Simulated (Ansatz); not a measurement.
This script makes a check of PAW against all-electron LAPW of Na3Al, space group Fm-3m with the Ansatz DFT code, driven from Python.

Input file `na3al.extxyz`:
```text
4
Lattice="0.0 3.833004 3.833004 3.833004 0.0 3.833004 3.833004 3.833004 0.0" Properties=species:S:1:pos:R:3 pbc="T T T"
Na    1.91650200    1.91650200    1.91650200
Na    5.74950600    5.74950600    5.74950600
Na    3.83300400    3.83300400    3.83300400
Al    0.00000000    0.00000000    0.00000000
```

`na3al.py`:
```python
'''Checking the PAW result for Na3Al with LAPW.'''

import ansatz as az
import numpy as np


def count_gap(report):
    # lowest empty less highest filled band, counting bands; zero where they overlap
    return max(report.get('gap_by_band_count_ev') or 0.0, 0.0)


def main() -> None:
    na3al = az.Crystal.from_extxyz('na3al.extxyz')

    base = (
        na3al.calculation()
        .kpoints(5, 5, 5, center='gamma')
        .occupations(az.OccupationsMethod.FERMI_DIRAC)
        .functional('pbe')
        .stress()
        .forces()
        .band_table()
    )
    variants = {
        'PAW': base.pseudopotentials('paw'),
        'LAPW': base.pseudopotentials('all_electron', lapw=True),
    }
    # totals differ by the cores that each treatment holds, so compare what does not depend on them
    rows = []
    for label, variant in variants.items():
        report = variant.run(threads=1, backend='cpu').report
        levels = np.array(report['eigenvalues_ev'][0]) - report['fermi_energy_ev']
        print(label, 'levels at the first k-point near E_F:', np.round(levels[np.abs(levels) < 5], 3))
        rows.append((label, report['n_electrons'], np.trace(report['stress_gpa']) / 3, count_gap(report)))
    print('     treatment  electrons in bands           P GPa  gap by band count eV')
    for row in rows:
        print(f'{str(row[0]):>14s}  {row[1]:18.1f}  {row[2]:14.3f}  {row[3]:20.3f}')


if __name__ == '__main__':
    main()
```

How well do the two treatments of the cores agree on the pressure?

PAW gives 0.120 GPa and LAPW 0.132 GPa, 0.012 GPa apart. They took 1.3 and 4.2 s of processor time.

What the script printed:

`python na3al.py` gives:
```text
DeckWarning: basis.ecutwfc = 420 eV, auto-derived from the records' recommended cutoffs: set by Na (normal level)
PAW levels at the first k-point near E_F: [1.114 1.114 1.114 1.608 3.265 3.265]
LAPW levels at the first k-point near E_F: [1.113 1.113 1.113 1.608 3.269 3.269]
     treatment  electrons in bands           P GPa  gap by band count eV
           PAW                30.0           0.120                 0.000
          LAPW                38.0           0.132                 0.000
```
(Warnings from the package without file and line.)

Notes:
- The computed bands are complete only to about 2.8 eV above the Fermi level.
- For a metal this k-point mesh is coarse: on a finer one energies can move by several to tens of meV an atom and pressures by half a GPa or more, differences at one mesh by less.
- A gap by band count of zero or less means overlapping bands, a metal.
- The structure comes from a database of computed cells and needn't be a stable or known phase.
- Levels are Kohn-Sham eigenvalues on this mesh.
- Pressure is positive in compression; the treatments may keep other shells as core, so totals and counts of electrons can differ.
- It ran for 6.3 s on 1 thread of Arm Neoverse V1, with other jobs on the host, peak memory 0.41 GiB.

(A comment or docstring line of the script was reworded after the run, the code is as it ran; lines on the test bed's own set-up are left out of the output.)
